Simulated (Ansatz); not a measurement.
# GeS: a point defect seen from the nuclei (O on an S site), part 1 of 2

How do the nuclei near a point defect see it? The defect is O on an S site in GeS (cell charge 0), first unrelaxed. The cell is a supercell built from a computed entry of the Materials Project. Planned: a single point, then a relaxation.

Computed with Ansatz 0.2.0 (DFT, PBE, plane-wave PAW, default files, scalar-relativistic, unless a step's input says otherwise).

1 further run of the same task is left out (it didn't finish).

### 1 Starting point

Symmetry: Pm, No. 6, monoclinic system. The conventional cell has a = 9.046 Å, b = 10.809 Å, c = 10.781 Å, α = 90.00°, β = 90.00°, γ = 90.00°. Around Ge (site symmetry m) lie 2 S at 2.42 Å and 1 O at 2.44 Å. Ge (site symmetry m) has 3 S at 2.42 to 2.44 Å as nearest neighbours. Ge (site symmetry 1) has 3 S at 2.42 to 2.44 Å as nearest neighbours. Only part of the 32 independent sites is listed.

Coordinates:

```
CELL_PARAMETERS angstrom
10.78075 0.00000 0.00000
0.00000 10.80942 0.00000
0.00000 0.00000 9.04625
ATOMIC_POSITIONS crystal
Ge 0.87225 0.08333 0.18345
Ge 0.87225 0.08333 0.68345
Ge 0.87225 0.41667 0.18345
Ge 0.87225 0.41667 0.68345
Ge 0.87225 0.75000 0.18345
Ge 0.87225 0.75000 0.68345
Ge 0.12775 0.25000 0.31655
Ge 0.12775 0.25000 0.81655
Ge 0.12775 0.58333 0.31655
Ge 0.12775 0.58333 0.81655
Ge 0.12775 0.91667 0.31655
Ge 0.12775 0.91667 0.81655
Ge 0.62775 0.25000 0.43345
Ge 0.62775 0.25000 0.93345
Ge 0.62775 0.58333 0.43345
Ge 0.62775 0.58333 0.93345
Ge 0.62775 0.91667 0.43345
Ge 0.62775 0.91667 0.93345
Ge 0.37225 0.08333 0.06655
Ge 0.37225 0.08333 0.56655
Ge 0.37225 0.41667 0.06655
Ge 0.37225 0.41667 0.56655
Ge 0.37225 0.75000 0.06655
Ge 0.37225 0.75000 0.56655
O 0.65483 0.08333 0.25739
S 0.65483 0.08333 0.75739
S 0.65483 0.41667 0.25739
S 0.65483 0.41667 0.75739
S 0.65483 0.75000 0.25739
S 0.65483 0.75000 0.75739
S 0.34517 0.25000 0.24261
S 0.34517 0.25000 0.74261
S 0.34517 0.58333 0.24261
S 0.34517 0.58333 0.74261
S 0.34517 0.91667 0.24261
S 0.34517 0.91667 0.74261
S 0.84517 0.25000 0.00739
S 0.84517 0.25000 0.50739
S 0.84517 0.58333 0.00739
S 0.84517 0.58333 0.50739
S 0.84517 0.91667 0.00739
S 0.84517 0.91667 0.50739
S 0.15483 0.08333 0.49261
S 0.15483 0.08333 0.99261
S 0.15483 0.41667 0.49261
S 0.15483 0.41667 0.99261
S 0.15483 0.75000 0.49261
S 0.15483 0.75000 0.99261
```

Atom 25 of the input is the impurity.

### 2 Gradients at the starting positions

The input, input.yaml:

```yaml
crystal:
  lattice:
    - [10.78075161, 0.0, 0.0]
    - [0.0, 10.80942111, 0.0]
    - [0.0, 0.0, 9.04625026]
  atoms:
    - { symbol: Ge, position: [0.87224634, 0.0833333333, 0.183445525] }
    - { symbol: Ge, position: [0.87224634, 0.0833333333, 0.683445525] }
    - { symbol: Ge, position: [0.87224634, 0.4166666667, 0.183445525] }
    - { symbol: Ge, position: [0.87224634, 0.4166666667, 0.683445525] }
    - { symbol: Ge, position: [0.87224634, 0.75, 0.183445525] }
    - { symbol: Ge, position: [0.87224634, 0.75, 0.683445525] }
    - { symbol: Ge, position: [0.12775366, 0.25, 0.316554475] }
    - { symbol: Ge, position: [0.12775366, 0.25, 0.816554475] }
    - { symbol: Ge, position: [0.12775366, 0.5833333333, 0.316554475] }
    - { symbol: Ge, position: [0.12775366, 0.5833333333, 0.816554475] }
    - { symbol: Ge, position: [0.12775366, 0.9166666667, 0.316554475] }
    - { symbol: Ge, position: [0.12775366, 0.9166666667, 0.816554475] }
    - { symbol: Ge, position: [0.62775366, 0.25, 0.433445525] }
    - { symbol: Ge, position: [0.62775366, 0.25, 0.933445525] }
    - { symbol: Ge, position: [0.62775366, 0.5833333333, 0.433445525] }
    - { symbol: Ge, position: [0.62775366, 0.5833333333, 0.933445525] }
    - { symbol: Ge, position: [0.62775366, 0.9166666667, 0.433445525] }
    - { symbol: Ge, position: [0.62775366, 0.9166666667, 0.933445525] }
    - { symbol: Ge, position: [0.37224634, 0.0833333333, 0.066554475] }
    - { symbol: Ge, position: [0.37224634, 0.0833333333, 0.566554475] }
    - { symbol: Ge, position: [0.37224634, 0.4166666667, 0.066554475] }
    - { symbol: Ge, position: [0.37224634, 0.4166666667, 0.566554475] }
    - { symbol: Ge, position: [0.37224634, 0.75, 0.066554475] }
    - { symbol: Ge, position: [0.37224634, 0.75, 0.566554475] }
    - { symbol: O, position: [0.65483072, 0.0833333333, 0.257394085] }
    - { symbol: S, position: [0.65483072, 0.0833333333, 0.757394085] }
    - { symbol: S, position: [0.65483072, 0.4166666667, 0.257394085] }
    - { symbol: S, position: [0.65483072, 0.4166666667, 0.757394085] }
    - { symbol: S, position: [0.65483072, 0.75, 0.257394085] }
    - { symbol: S, position: [0.65483072, 0.75, 0.757394085] }
    - { symbol: S, position: [0.34516928, 0.25, 0.242605915] }
    - { symbol: S, position: [0.34516928, 0.25, 0.742605915] }
    - { symbol: S, position: [0.34516928, 0.5833333333, 0.242605915] }
    - { symbol: S, position: [0.34516928, 0.5833333333, 0.742605915] }
    - { symbol: S, position: [0.34516928, 0.9166666667, 0.242605915] }
    - { symbol: S, position: [0.34516928, 0.9166666667, 0.742605915] }
    - { symbol: S, position: [0.84516928, 0.25, 0.007394085] }
    - { symbol: S, position: [0.84516928, 0.25, 0.507394085] }
    - { symbol: S, position: [0.84516928, 0.5833333333, 0.007394085] }
    - { symbol: S, position: [0.84516928, 0.5833333333, 0.507394085] }
    - { symbol: S, position: [0.84516928, 0.9166666667, 0.007394085] }
    - { symbol: S, position: [0.84516928, 0.9166666667, 0.507394085] }
    - { symbol: S, position: [0.15483072, 0.0833333333, 0.492605915] }
    - { symbol: S, position: [0.15483072, 0.0833333333, 0.992605915] }
    - { symbol: S, position: [0.15483072, 0.4166666667, 0.492605915] }
    - { symbol: S, position: [0.15483072, 0.4166666667, 0.992605915] }
    - { symbol: S, position: [0.15483072, 0.75, 0.492605915] }
    - { symbol: S, position: [0.15483072, 0.75, 0.992605915] }
kpoints:
  mp_grid: { grid: [2, 2, 2] }
scf:
  occupations: { method: fermi_dirac, width: 0.01 }
hamiltonian:
  xc: pbe
  pseudopotentials: { kind: paw }
output:
  forces: true
  stress: true
  populations: true
  efg:
    quadrupole_moments_barn: { Ge: -0.196, O: -0.02558, S: -0.0694 }
    contact_densities: true
```

Started as:

```sh
$ ansatz run input.yaml --threads 4 --pin off --max-ram 8192MiB --backend cpu --events-out ev --progress --plain --runs-dir out
```

What it wrote:

```text
Warning: RAYON_NUM_THREADS=4 ignored (pool sized by the plan → 4); use --threads N
Engine: ansatz 0.2.0, aarch64-unknown-linux-gnu
Pseudopotentials: kind: paw
Pseudopotential: Ge, paw, valence charge 14, recommended cutoff 420 eV (normal), Ge.paw.azcp
Pseudopotential: O, paw, valence charge 6, recommended cutoff 420 eV (normal), O.paw.azcp
Pseudopotential: S, paw, valence charge 6, recommended cutoff 420 eV (normal), S.paw.azcp
Functional definition: PBE
  parameter kappa = 0.804
  parameter beta = 0.06672455060314922
  exchange = pbe_x(kappa = kappa, mu = beta*pi^2/3)
  correlation = pbe_c(beta = beta)
Crystal: 48 atoms, lattice volume = 1054.193 Å³
Basis set: ecut = 420 eV, 20551 PW (Γ), exchange–correlation on 150×150×128 points (8 copies of the dense FFT grid, shifted against one another)
Bands: 288, of which v1, the nominal top of the filled ones, is band 240 counted from 1 (239 counted from 0)
Symmetry: 2 space group operations
Space group: Pm (ITA 6), of the structure as read, at distance tolerance 1.0e-4 Å
k-points: 8
Non-local potential: Ge, projectors of the file, l = 0: 2, l = 1: 2, l = 2: 3, l = 3: 1
Non-local potential: O, projectors of the file, l = 0: 2, l = 1: 2, l = 2: 1
Non-local potential: S, projectors of the file, l = 0: 2, l = 1: 2, l = 2: 2
PAW form: soft (Blöchl's): semilocal exchange-correlation on the pseudo side does not see the compensation charge
PAW one-centre angular grid: Ge, 590 points (default); XC on 64 Gauss nodes
PAW one-centre angular grid: O, 110 points (default); XC on 64 Gauss nodes
PAW one-centre angular grid: S, 110 points (default); XC on 64 Gauss nodes
Initial density: superposition of atomic densities (neutral atoms: chi_scale 0, normalization atom), corrected by the library's trained network
Initial wavefunctions: pseudopotential atomic-orbital guess
Functional: x = pbe(κ = 0.804, μ = 0.2195149727645171), c = pbe(β = 0.06672455060314922)
SCF iter   1: F=—  HF=-124404.590114 eV  |F-HF|=—  |Δ(HF+E_count)|=         —  Δρ=2.30e-3  dr2=9.33e-2  ethr=1.77e-3  ⟨swp⟩=6.0  Hψ=8656  notcnv=0  defer=6
preconditioner: auto → Resta (q_TF=auto, 2.393 Å⁻¹)  ε∞=2.9  [insulator: Δε(μ)=1.023 eV  Ē_g=18.137 eV  σ=0.010 eV  W_gap=1.00  n_scr=238 (ndim 8)  ℏωp=25.1 eV  f_vac=0.001  D(μ)=0.00/eV (n_scr^D=0)  ε∞_Penn≈2.9]
SCF iter   2: F=—  HF=-124404.563141 eV  |F-HF|=—  |Δ(HF+E_count)|=   2.70e-2  Δρ=1.01e-3  dr2=1.65e-2  ethr=1.94e-5  ⟨swp⟩=2.0  Hψ=3665  notcnv=0  defer=335
SCF iter   3: F=—  HF=-124404.563513 eV  |F-HF|=—  |Δ(HF+E_count)|=   3.72e-4  Δρ=2.38e-4  dr2=6.14e-4  ethr=3.44e-6  ⟨swp⟩=2.0  Hψ=2786  notcnv=0  defer=335
SCF iter   4: F=—  HF=-124404.563639 eV  |F-HF|=—  |Δ(HF+E_count)|=   1.26e-4  Δρ=9.52e-5  dr2=8.15e-5  ethr=1.28e-7  ⟨swp⟩=2.0  Hψ=3889  notcnv=0  defer=335
SCF iter   5: F=—  HF=-124404.562119 eV  |F-HF|=—  |Δ(HF+E_count)|=   1.52e-3  Δρ=2.53e-5  dr2=7.37e-6  ethr=1.70e-8  ⟨swp⟩=2.0  Hψ=3889  notcnv=0  defer=335
SCF iter   6: F=—  HF=-124404.562126 eV  |F-HF|=—  |Δ(HF+E_count)|=   6.69e-6  Δρ=7.17e-6  dr2=5.83e-7  ethr=1.54e-9  ⟨swp⟩=2.0  Hψ=2929  notcnv=0  defer=335
SCF iter   7: F=-124404.562127 eV  HF=-124404.562127 eV  |F-HF|=1.51e-8  |Δ(HF+E_count)|=   7.09e-7  Δρ=1.97e-6  dr2=6.28e-8  ethr=2.08e-11  ⟨swp⟩=9.2  Hψ=10462  notcnv=0
SCF 1 converged in 7 iterations: F = -124404.562127 eV  dr2 = 6.28e-8
SCF converged after 7 iterations
Free energy (F): -124404.562127 eV
Harris-Foulkes:  -124404.562127 eV  (|F-HF|=1.51e-8)
Internal energy: -124404.562127 eV  (E = F + TS)
E sigma→0 (E₀):  -124404.562127 eV
Fermi energy:    7.232617 eV
--- Per-component energies (eV) ---
[... 14 lines left out ...]
--- Forces (eV/Å), atoms counted from 1 ---
  atom   1  Ge    -1.44115223     0.00000000     0.61558370
  atom   2  Ge     0.18090670     0.00000000     0.20217178
  atom   3  Ge     0.18043754    -0.02354175     0.19470846
  atom   4  Ge     0.20012647    -0.00043251     0.17573522
  atom   5  Ge     0.18043754     0.02354175     0.19470846
  atom   6  Ge     0.20012647     0.00043251     0.17573522
[... 42 lines left out ...]
  max |Σ_I F_I| component: 1.73e-5 eV/Å
--- Stress (GPa, compression-positive) ---
        0.809557       0.000000       0.229244
        0.000000       1.096911       0.000000
        0.229245       0.000000       0.681048
  P = ⅓ Tr σ = 0.8625 GPa (8.625 kbar)
--- PAW observables at the nuclei: V_zz in 10²¹ V/m², potentials from the cell's mean, atoms counted from 1 ---
  atom   1  Ge V_zz =    +9.143055   η = 0.9029   by run symmetry: allowed   C_q = -43.3313 MHz
            electrostatic potential = -4319.450866 V   contact ρ = 210301.615853 e/Å³
  atom   2  Ge V_zz =    -8.325154   η = 0.2649   by run symmetry: allowed   C_q = +39.4551 MHz
            electrostatic potential = -4319.574027 V   contact ρ = 210297.687169 e/Å³
  atom   3  Ge V_zz =    -8.221665   η = 0.2583   by run symmetry: allowed   C_q = +38.9646 MHz
            electrostatic potential = -4319.564294 V   contact ρ = 210297.689337 e/Å³
  atom   4  Ge V_zz =    -7.997707   η = 0.2572   by run symmetry: allowed   C_q = +37.9032 MHz
            electrostatic potential = -4319.542257 V   contact ρ = 210297.722879 e/Å³
  atom   5  Ge V_zz =    -8.221665   η = 0.2583   by run symmetry: allowed   C_q = +38.9646 MHz
            electrostatic potential = -4319.564294 V   contact ρ = 210297.689337 e/Å³
  atom   6  Ge V_zz =    -7.997707   η = 0.2572   by run symmetry: allowed   C_q = +37.9032 MHz
            electrostatic potential = -4319.542257 V   contact ρ = 210297.722879 e/Å³
  atom   7  Ge V_zz =    -8.366151   η = 0.2363   by run symmetry: allowed   C_q = +39.6494 MHz
            electrostatic potential = -4319.541867 V   contact ρ = 210297.220993 e/Å³
  atom   8  Ge V_zz =    -8.233473   η = 0.2526   by run symmetry: allowed   C_q = +39.0206 MHz
            electrostatic potential = -4319.555197 V   contact ρ = 210297.871849 e/Å³
  atom   9  Ge V_zz =    -8.244442   η = 0.2512   by run symmetry: allowed   C_q = +39.0725 MHz
            electrostatic potential = -4319.549392 V   contact ρ = 210297.921881 e/Å³
  atom  10  Ge V_zz =    -8.230957   η = 0.2759   by run symmetry: allowed   C_q = +39.0086 MHz
            electrostatic potential = -4319.542358 V   contact ρ = 210297.753846 e/Å³
  atom  11  Ge V_zz =    -8.366151   η = 0.2363   by run symmetry: allowed   C_q = +39.6494 MHz
            electrostatic potential = -4319.541867 V   contact ρ = 210297.220993 e/Å³
  atom  12  Ge V_zz =    -8.233473   η = 0.2526   by run symmetry: allowed   C_q = +39.0206 MHz
            electrostatic potential = -4319.555197 V   contact ρ = 210297.871849 e/Å³
  atom  13  Ge V_zz =    -9.265302   η = 0.8387   by run symmetry: allowed   C_q = +43.9107 MHz
            electrostatic potential = -4319.440383 V   contact ρ = 210301.905123 e/Å³
  atom  14  Ge V_zz =    -8.176067   η = 0.2778   by run symmetry: allowed   C_q = +38.7485 MHz
            electrostatic potential = -4319.587374 V   contact ρ = 210298.708088 e/Å³
  atom  15  Ge V_zz =    -8.452463   η = 0.2580   by run symmetry: allowed   C_q = +40.0584 MHz
            electrostatic potential = -4319.563299 V   contact ρ = 210297.787546 e/Å³
  atom  16  Ge V_zz =    -8.228658   η = 0.2512   by run symmetry: allowed   C_q = +38.9977 MHz
            electrostatic potential = -4319.550248 V   contact ρ = 210297.903691 e/Å³
  atom  17  Ge V_zz =    -9.265302   η = 0.8387   by run symmetry: allowed   C_q = +43.9107 MHz
            electrostatic potential = -4319.440383 V   contact ρ = 210301.905123 e/Å³
  atom  18  Ge V_zz =    -8.176067   η = 0.2778   by run symmetry: allowed   C_q = +38.7485 MHz
            electrostatic potential = -4319.587374 V   contact ρ = 210298.708088 e/Å³
  atom  19  Ge V_zz =    -8.211286   η = 0.2944   by run symmetry: allowed   C_q = +38.9154 MHz
            electrostatic potential = -4319.568790 V   contact ρ = 210298.150434 e/Å³
  atom  20  Ge V_zz =    -8.079336   η = 0.2678   by run symmetry: allowed   C_q = +38.2901 MHz
            electrostatic potential = -4319.572707 V   contact ρ = 210298.512260 e/Å³
  atom  21  Ge V_zz =    -8.234260   η = 0.2678   by run symmetry: allowed   C_q = +39.0243 MHz
            electrostatic potential = -4319.558086 V   contact ρ = 210297.757008 e/Å³
  atom  22  Ge V_zz =    -8.347105   η = 0.2633   by run symmetry: allowed   C_q = +39.5591 MHz
            electrostatic potential = -4319.519227 V   contact ρ = 210297.023885 e/Å³
  atom  23  Ge V_zz =    -8.234260   η = 0.2678   by run symmetry: allowed   C_q = +39.0243 MHz
            electrostatic potential = -4319.558086 V   contact ρ = 210297.757008 e/Å³
  atom  24  Ge V_zz =    -8.347105   η = 0.2633   by run symmetry: allowed   C_q = +39.5591 MHz
            electrostatic potential = -4319.519227 V   contact ρ = 210297.023885 e/Å³
  atom  25  O  V_zz =    -4.267511   η = 0.0670   by run symmetry: allowed   C_q = +2.6395 MHz
            electrostatic potential = -622.358400 V   contact ρ = 2162.407620 e/Å³
  atom  26  S  V_zz =    -6.443920   η = 0.1219   by run symmetry: allowed   C_q = +10.8134 MHz
            electrostatic potential = -1632.622541 V   contact ρ = 19770.286976 e/Å³
  atom  27  S  V_zz =    -6.386852   η = 0.2192   by run symmetry: allowed   C_q = +10.7177 MHz
            electrostatic potential = -1632.624187 V   contact ρ = 19770.426613 e/Å³
  atom  28  S  V_zz =    -6.380266   η = 0.1415   by run symmetry: allowed   C_q = +10.7066 MHz
            electrostatic potential = -1632.591614 V   contact ρ = 19770.319961 e/Å³
  atom  29  S  V_zz =    -6.386852   η = 0.2192   by run symmetry: allowed   C_q = +10.7177 MHz
            electrostatic potential = -1632.624187 V   contact ρ = 19770.426613 e/Å³
  atom  30  S  V_zz =    -6.380266   η = 0.1415   by run symmetry: allowed   C_q = +10.7066 MHz
            electrostatic potential = -1632.591614 V   contact ρ = 19770.319961 e/Å³
  atom  31  S  V_zz =    -6.577950   η = 0.1249   by run symmetry: allowed   C_q = +11.0384 MHz
            electrostatic potential = -1632.594069 V   contact ρ = 19770.434795 e/Å³
  atom  32  S  V_zz =    -6.562513   η = 0.0971   by run symmetry: allowed   C_q = +11.0125 MHz
            electrostatic potential = -1632.589174 V   contact ρ = 19770.382770 e/Å³
  atom  33  S  V_zz =    -6.519185   η = 0.1057   by run symmetry: allowed   C_q = +10.9397 MHz
            electrostatic potential = -1632.587806 V   contact ρ = 19770.375241 e/Å³
  atom  34  S  V_zz =    -6.620777   η = 0.0851   by run symmetry: allowed   C_q = +11.1102 MHz
            electrostatic potential = -1632.551188 V   contact ρ = 19770.402149 e/Å³
  atom  35  S  V_zz =    -6.577950   η = 0.1249   by run symmetry: allowed   C_q = +11.0384 MHz
            electrostatic potential = -1632.594069 V   contact ρ = 19770.434795 e/Å³
  atom  36  S  V_zz =    -6.562513   η = 0.0971   by run symmetry: allowed   C_q = +11.0125 MHz
            electrostatic potential = -1632.589174 V   contact ρ = 19770.382770 e/Å³
  atom  37  S  V_zz =    -6.291644   η = 0.1482   by run symmetry: allowed   C_q = +10.5579 MHz
            electrostatic potential = -1632.619621 V   contact ρ = 19770.312967 e/Å³
  atom  38  S  V_zz =    -6.544156   η = 0.0696   by run symmetry: allowed   C_q = +10.9816 MHz
            electrostatic potential = -1632.607895 V   contact ρ = 19770.433683 e/Å³
  atom  39  S  V_zz =    -6.557812   η = 0.1106   by run symmetry: allowed   C_q = +11.0046 MHz
            electrostatic potential = -1632.588031 V   contact ρ = 19770.363006 e/Å³
  atom  40  S  V_zz =    -6.558558   η = 0.1052   by run symmetry: allowed   C_q = +11.0058 MHz
            electrostatic potential = -1632.585144 V   contact ρ = 19770.397483 e/Å³
  atom  41  S  V_zz =    -6.291644   η = 0.1482   by run symmetry: allowed   C_q = +10.5579 MHz
            electrostatic potential = -1632.619621 V   contact ρ = 19770.312967 e/Å³
  atom  42  S  V_zz =    -6.544156   η = 0.0696   by run symmetry: allowed   C_q = +10.9816 MHz
            electrostatic potential = -1632.607895 V   contact ρ = 19770.433683 e/Å³
  atom  43  S  V_zz =    -6.600204   η = 0.0827   by run symmetry: allowed   C_q = +11.0757 MHz
            electrostatic potential = -1632.589240 V   contact ρ = 19770.356368 e/Å³
  atom  44  S  V_zz =    -6.401682   η = 0.0769   by run symmetry: allowed   C_q = +10.7426 MHz
            electrostatic potential = -1632.582555 V   contact ρ = 19770.354090 e/Å³
  atom  45  S  V_zz =    -6.588027   η = 0.1282   by run symmetry: allowed   C_q = +11.0553 MHz
            electrostatic potential = -1632.559188 V   contact ρ = 19770.410773 e/Å³
  atom  46  S  V_zz =    -6.536279   η = 0.0957   by run symmetry: allowed   C_q = +10.9684 MHz
            electrostatic potential = -1632.581995 V   contact ρ = 19770.374347 e/Å³
  atom  47  S  V_zz =    -6.588027   η = 0.1282   by run symmetry: allowed   C_q = +11.0553 MHz
            electrostatic potential = -1632.559188 V   contact ρ = 19770.410773 e/Å³
  atom  48  S  V_zz =    -6.536279   η = 0.0957   by run symmetry: allowed   C_q = +10.9684 MHz
            electrostatic potential = -1632.581995 V   contact ρ = 19770.374347 e/Å³
--- Band table (eV; the first three rows and the last of 8) ---
[... 4 lines left out ...]
--- Löwdin populations: 48 sites ---
  site symbol       q [e]
[... 48 lines left out ...]
  spilling = 0.003665 (of n_electrons = 480.000000)
```

Wall time 77 s (4 threads of Arm Neoverse V2, shared host); peak memory 6 GiB.

State: gap on the mesh 1.04 eV, largest force 1.971 eV/Å, pressure 0.9 GPa.

Like atoms gathered into sites: 11 of 32, those nearest the defect, the farthest of each element and the two largest gradients.

```csv
site,atoms,distance from the defect (Å),V_zz (10²¹ V/m²),η,C_Q (MHz)
O,25,0.00,-4.27,0.07,2.64 (¹⁷O)
Ge13,"13, 17",2.42,-9.27,0.84,43.9 (⁷³Ge)
Ge1,1,2.44,9.14,0.90,-43.3 (⁷³Ge)
Ge14,"14, 18",3.45,-8.18,0.28,38.7 (⁷³Ge)
Ge19,19,3.50,-8.21,0.29,38.9 (⁷³Ge)
S37,"37, 41",3.55,-6.29,0.15,10.6 (³³S)
S38,"38, 42",3.55,-6.54,0.07,11.0 (³³S)
S27,"27, 29",3.60,-6.39,0.22,10.7 (³³S)
S31,"31, 35",3.80,-6.58,0.12,11.0 (³³S)
S34,34,7.72,-6.62,0.09,11.1 (³³S)
Ge10,10,8.43,-8.23,0.28,39.0 (⁷³Ge)
```

Conventions: |V_zz| ≥ |V_yy| ≥ |V_xx|, η = (V_xx − V_yy)/V_zz, C_Q = eQV_zz/h. Quadrupole moments are those of Pyykkö's year-2017 table.

Direction of the V_zz axis (Cartesian unit vector):

| site | atom | x | y | z |
| --- | --- | --- | --- | --- |
| Ge2 | 2 | 0.79 | 0.00 | 0.62 |
| Ge3 | 3 | 0.79 | 0.01 | 0.62 |
| Ge4 | 4 | 0.79 | -0.01 | 0.61 |
| Ge7 | 7 | 0.80 | 0.00 | 0.60 |
| Ge8 | 8 | 0.79 | 0.00 | 0.62 |
| Ge9 | 9 | 0.79 | 0.00 | 0.61 |
| Ge10 | 10 | 0.78 | 0.00 | 0.62 |
| Ge13 | 13 | 0.82 | 0.29 | -0.48 |
| Ge14 | 14 | 0.79 | -0.03 | -0.61 |

(Continued in part 2 of 2.)
